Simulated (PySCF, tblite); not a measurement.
# C5H9BOSi: geometry, infrared bands and NMR shifts

What infrared bands and NMR shifts should C5H9BOSi (`C#CB[C@@H]1C[SiH2]CO1`) show?

The runs use tblite 0.8.0 and PySCF 2.14.0, with density-fitted response routines of our own; the level of theory stands in each step. All values are computed, except where a source is named. Atoms count from 0, in the outputs and in this text.

## 1. The molecule as given

17 atoms, charge 0, multiplicity 1; geometry from: force field or distance geometry start.

Bonds of the start (Å): C0–C1 1.22, C1–B2 1.52, B2–C3 1.59, C3–C4 1.52, C4–Si5 1.83, Si5–C6 1.85, C6–O7 1.42, O7–C3 1.41, C0–H8 1.05, B2–H9 1.19, C3–H10 1.12, C4–H11 1.11, C4–H12 1.11, Si5–H13 1.46, Si5–H14 1.46, C6–H15 1.13, C6–H16 1.11.

## 2. Optimising the geometry with GFN2-xTB

What the job is given:

```
{"job": {"kind": "relax", "xc": "GFN2-xTB", "basis": "xTB"}, "charge": 0, "multiplicity": 1}
C      3.785100     0.872800    -0.144300
C      2.633300     1.120500     0.161300
B      1.196100     1.415900     0.573700
C      0.117900     0.246700     0.684700
C     -0.093500    -0.460900    -0.645800
Si    -1.742000    -1.233800    -0.456700
C     -2.087700    -0.241300     1.062800
O     -1.100800     0.768400     1.173200
H      4.781000     0.661200    -0.418500
H      0.873000     2.528700     0.834300
H      0.515500    -0.492300     1.433500
H      0.687200    -1.226000    -0.844400
H     -0.151900     0.269800    -1.482400
H     -2.629200    -0.883300    -1.568200
H     -1.642100    -2.658800    -0.144900
H     -2.057200    -0.898400     1.975500
H     -3.091600     0.222900     0.989400
```

Launch:

```console
$ OMP_NUM_THREADS=1 python probes_run.py task.json out
```

This one command runs all jobs of the session in turn.

**Question.** This job is followed by: GFN2-xTB harmonic vibrations, gas phase; GIAO PBE0/pcSseg-1 NMR shielding, non-relativistic, gas phase. Predict these results of the whole session: strongest single infrared mode (GFN2-xTB); zero-point energy (GFN2-xTB); ¹³C shifts against TMS (PBE0/pcSseg-1); ¹H shifts against TMS (PBE0/pcSseg-1); ¹¹B shifts against BF3·OEt2 (PBE0/pcSseg-1); ²⁹Si shifts against TMS (PBE0/pcSseg-1); ¹⁷O shifts against H2O (PBE0/pcSseg-1).

The runs gave:

| quantity | value |
| --- | --- |
| strongest single infrared mode (GFN2-xTB) | 2257 cm⁻¹, 330 km/mol |
| zero-point energy (GFN2-xTB) | 76.6 kcal/mol |
| ¹³C shifts against TMS (PBE0/pcSseg-1) | 132.6, 98.0, 87.8, 61.6, 12.1 ppm |
| ¹H shifts against TMS (PBE0/pcSseg-1) | 6.67, 4.50, 4.30, 4.25, 4.05, 3.72, 3.48, 0.90, 0.75 ppm |
| ¹¹B shifts against BF3·OEt2 (PBE0/pcSseg-1) | 64.4 ppm |
| ²⁹Si shifts against TMS (PBE0/pcSseg-1) | -37.0 ppm |
| ¹⁷O shifts against H2O (PBE0/pcSseg-1) | 72.4 ppm |

In words: Over 109 steps the energy fell by 0.307 eV; of the close pairs, C4–Si5 changed most, 1.830 to 1.907 Å. No mode is imaginary among the 45: a minimum at this level. The strongest single mode, at 2257 cm⁻¹, moves mainly H14. Unscaled tight-binding wavenumbers are off by several per cent, some by more. Its intensities can rank the bands wrongly. At PBE0/pcSseg-1: The largest span, 313 ppm, is at C1, where the paramagnetic term is -166 ppm.
